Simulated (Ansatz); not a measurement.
Wanted: the native input for an Ansatz 0.2.0 run.

- Task: band structure
- Functional: RPBE
- Potentials or basis: Ansatz PAW
- Cutoff: 420 eV (not typed: the program's choice for these potentials)
- k mesh: 7 × 7 × 7
- Occupations: fermi-dirac, width 0.05 eV
- Spin: no spin polarisation
- Path: [["G", "L", "B1"], ["B", "Z", "G", "X"], ["Q", "F", "P1", "Z"], ["L", "P"]]
- Points for each segment of the path: 14

BiTe:

```
Bi Te
1.0
     2.42271    1.39875    3.31729
    -2.42271    1.39875    3.31729
     0.00000   -2.79750    3.31729
Bi Te
1 1
Direct
  0.50000 0.50000 0.50000
  0.00000 0.00000 0.00000
```

The cell comes from a database or a generator and needn't be the stable form of this composition.

These files were run (other wordings do the same):

input.yaml

```yaml
crystal:
  lattice:
    - [2.4227077728, 1.3987509848, 3.3172919545]
    - [-2.4227077728, 1.3987509848, 3.3172919545]
    - [0.0, -2.7975019696, 3.3172919545]
  atoms:
    - { symbol: Bi, position: [0.5, 0.5, 0.5] }
    - { symbol: Te, position: [0.0, 0.0, 0.0] }
hamiltonian:
  xc: rpbe
  pseudopotentials: { kind: paw }
kpoints:
  mp_grid: { grid: [7, 7, 7] }
  band_path:
    path:
      - [[0.0, 0.0, 0.0], [0.5, 0.0, 0.0], [0.5, 0.2851949954, -0.2851949954]]
      - [[0.7148050046, 0.5, 0.2851949954], [0.5, 0.5, 0.5], [0.0, 0.0, 0.0], [0.3925974977, 0.0, -0.3925974977]]
      - [[0.6074025023, 0.3925974977, 0.0], [0.5, 0.5, 0.0], [0.6074025023, 0.6074025023, 0.2851949954], [0.5, 0.5, 0.5]]
      - [[0.5, 0.0, 0.0], [0.7148050046, 0.3925974977, 0.3925974977]]
    npoints: 14
scf:
  occupations: { method: fermi_dirac, width: 0.05 }
  n_extra_bands: 6
output:
  forces: true
  stress: true
  eigenvalues: true
  fatbands: false
  write_density: true
  write_potential: true
  elf: true
  volumetric_format: npy
```

Potentials or basis: Ansatz PAW.

Launch:

```bash
$ ansatz run input.yaml --threads 2 --pin off --max-ram 5632MiB --backend cpu --events-out ev --progress --plain --runs-dir out
```

Results of the run:

* Pressure: 1.5 GPa
* Band gap on the k mesh: none (metal or under the smearing width)

Caveat: spin-orbit coupling is left out, which moves the levels of the heavy elements; the PAW data sets come from PBE, with cores solved anew for the run's functional, which leaves a small shift of forces and pressure.

It took 7.5 s on 2 threads of Intel(R) Xeon(R) Processor @ 2.50GHz (Skylake/Cascade Lake) (shared host), peak memory 0.42 GiB.
